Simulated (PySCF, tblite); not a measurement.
**C7H11O radical: geometry, infrared bands and EPR parameters**

What infrared bands and EPR parameters should C7H11O radical (`C=C1CC[C@@](C)([O])C1`) show?

The runs use tblite 0.8.0 and PySCF 2.14.0, with density-fitted response routines of our own; the level of theory stands in each step. All values are computed, except where a source is named. Atoms count from 0, in the outputs and in this text.

## Step 1: Starting geometry

19 atoms, charge 0, multiplicity 2; geometry from: force field or distance geometry start.

Bonds of the start (Å): C0–C1 1.34, C1–C2 1.50, C2–C3 1.53, C3–C4 1.54, C4–C5 1.55, C4–O6 1.31, C4–C7 1.55, C7–C1 1.52, C0–H8 1.08, C0–H9 1.07, C2–H10 1.10, C2–H11 1.09, C3–H12 1.09, C3–H13 1.11, C5–H14 1.10, C5–H15 1.11, C5–H16 1.09, C7–H17 1.09, C7–H18 1.10.

## Step 2: Relaxing the molecule with GFN2-xTB

Job settings and geometry (Å):

```
{"job": {"kind": "relax", "xc": "GFN2-xTB", "basis": "xTB"}, "charge": 0, "multiplicity": 2}
C      2.362000     0.912500    -0.315800
C      1.224900     0.251700    -0.035500
C      0.686600    -0.904800    -0.821600
C     -0.486300    -1.409200     0.016400
C     -0.997900    -0.181100     0.790800
C     -1.919500     0.688700    -0.098300
O     -1.661600    -0.535700     1.861400
C      0.320000     0.558500     1.145000
H      2.684500     1.736900     0.310100
H      2.954000     0.647100    -1.168800
H      0.308900    -0.546000    -1.795800
H      1.416100    -1.690600    -0.991100
H     -1.259600    -1.887400    -0.588900
H     -0.104300    -2.191900     0.707300
H     -1.410400     1.037600    -1.003800
H     -2.254700     1.590600     0.447700
H     -2.810100     0.144300    -0.409900
H      0.164200     1.627200     1.269000
H      0.773400     0.160600     2.062700
```

Launch:

```
$ OMP_NUM_THREADS=1 python probes_run.py task.json out
```

This one command runs all jobs of the session in turn.

**Question.** This job is followed by: GFN2-xTB harmonic vibrations, gas phase; UKS B3LYP, pcH-1 on C H O, non-relativistic, mean-field spin-orbit, GIAO. Predict these results of the whole session: strongest single infrared mode (GFN2-xTB); zero-point energy (GFN2-xTB); g(iso) (B3LYP); ⟨S²⟩; largest a(iso) (averaged by class); surface potential, 1st and 99th percentile; property runs in this session.

**Answer**, as computed:

| quantity | value |
| --- | --- |
| strongest single infrared mode (GFN2-xTB) | 740 cm⁻¹, 55 km/mol |
| zero-point energy (GFN2-xTB) | 100.1 kcal/mol |
| g(iso) (B3LYP) | 2.01946 |
| ⟨S²⟩ | 0.755 (exact 0.75) |
| largest a(iso) (averaged by class) | 13C on C7, 84.3 MHz |
| surface potential, 1st and 99th percentile | -1.54 V and 0.84 V |
| property runs in this session | 1, of which 0 failed and 1 gave unsound results |

In words: The optimisation took 79 steps and gained 0.197 eV; among the close pairs (by a distance rule), C4–C7 changed most, from 1.552 to 1.600 Å. No mode is imaginary among the 51: a minimum at this level. The strongest single mode, at 740 cm⁻¹, moves mainly C7. Unscaled tight-binding wavenumbers are off by several per cent, some by more. Its intensities can rank the bands wrongly. O6 carries the largest spin population, 0.78 e. The isotropic g lies 17.1 ppt above the free-electron value. These values are not to be trusted: the run shows a large g shift, which the driver flags as unsure.
